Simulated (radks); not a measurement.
**Taking charge from the 3s level of Cu³⁺ in fractions**

What happens to E and to the 3s eigenvalue of Cu³⁺ when a fraction of an electron is removed? The exact functional would give straight lines between whole numbers for a frontier level.

The numbers are computed with radks (a radial shooting solver on a logarithmic mesh, Libxc functionals) version 1 (non-relativistic Kohn-Sham, r2SCAN, spin-polarised, spherical densities, point nucleus; open shells are filled with parallel spins first), except any that are marked as measured or tabulated.

### Step 1. Starting point

| Quantity | Value |
| --- | --- |
| element | copper (Z = 29) |
| charge | +3 |
| electrons | 26 |
| configuration | [Ne] 3s(up 1, down 1) 3p6 3d8 |

A shell typed twice in an input gives spin up, then spin down.

### Step 2. Start: [Ne] 3s(up 1, down 1) 3p6 3d8

The run's settings:

```text
Z 29
configuration [Ne] 3s1 3s1 3p6 3d8
relativity non-relativistic
functional r2scan,r2scan
spin polarised
nucleus point
```

### Step 3. 0.1 electron removed from 3s

The run's settings:

```text
Z 29
configuration [Ne] 3s1 3s0.9 3p6 3d8
relativity non-relativistic
functional r2scan,r2scan
spin polarised
nucleus point
```

### Step 4. 0.2 electron removed from 3s

The run's settings:

```text
Z 29
configuration [Ne] 3s1 3s0.8 3p6 3d8
relativity non-relativistic
functional r2scan,r2scan
spin polarised
nucleus point
```

### Step 5. 0.3 electron removed from 3s

The run's settings:

```text
Z 29
configuration [Ne] 3s1 3s0.7 3p6 3d8
relativity non-relativistic
functional r2scan,r2scan
spin polarised
nucleus point
```

### Step 6. 0.4 electron removed from 3s

The run's settings:

```text
Z 29
configuration [Ne] 3s1 3s0.6 3p6 3d8
relativity non-relativistic
functional r2scan,r2scan
spin polarised
nucleus point
```

### Step 7. 0.5 electron removed from 3s

The run's settings:

```text
Z 29
configuration [Ne] 3s1 3s0.5 3p6 3d8
relativity non-relativistic
functional r2scan,r2scan
spin polarised
nucleus point
```

### Step 8. 0.6 electron removed from 3s

The run's settings:

```text
Z 29
configuration [Ne] 3s1 3s0.4 3p6 3d8
relativity non-relativistic
functional r2scan,r2scan
spin polarised
nucleus point
```

### Step 9. 0.7 electron removed from 3s

The run's settings:

```text
Z 29
configuration [Ne] 3s1 3s0.3 3p6 3d8
relativity non-relativistic
functional r2scan,r2scan
spin polarised
nucleus point
```

### Step 10. 0.8 electron removed from 3s

The run's settings:

```text
Z 29
configuration [Ne] 3s1 3s0.2 3p6 3d8
relativity non-relativistic
functional r2scan,r2scan
spin polarised
nucleus point
```

### Step 11. 0.9 electron removed from 3s

The run's settings:

```text
Z 29
configuration [Ne] 3s1 3s0.1 3p6 3d8
relativity non-relativistic
functional r2scan,r2scan
spin polarised
nucleus point
```

### Step 12. 1 electron removed from 3s

The run's settings:

```text
Z 29
configuration [Ne] 3s1 3s0 3p6 3d8
relativity non-relativistic
functional r2scan,r2scan
spin polarised
nucleus point
```

What does the calculation give? Wanted: for each run, removed; E − E(0); eigenvalue; E minus straight line.

The runs gave:

```csv
removed (e),E − E(0) (eV),eigenvalue (eV),E minus straight line (eV)
0,0.000,-159.28,0.000
0.1,16.037,-161.46,-1.005
0.2,32.293,-163.67,-1.791
0.3,48.771,-165.89,-2.355
0.4,65.472,-168.12,-2.696
0.5,82.396,-170.37,-2.814
0.6,99.546,-172.63,-2.706
0.7,116.92,-174.90,-2.371
0.8,134.53,-177.18,-1.809
0.9,152.36,-179.47,-1.019
1,170.42,-181.76,0.000
```

**Reading.** Removing the whole electron costs 170.42 eV, against 159.28 eV from minus the starting eigenvalue. Slater's transition state, half an electron removed, gives 170.37 eV. The trapezoid integral of minus the eigenvalue gives 170.42 eV over the range, against 170.42 eV from the energies (Janak's theorem). The eigenvalue moves by 22.5 eV per electron. E bends below the straight line by 2.81 eV at 0.5 electron removed.
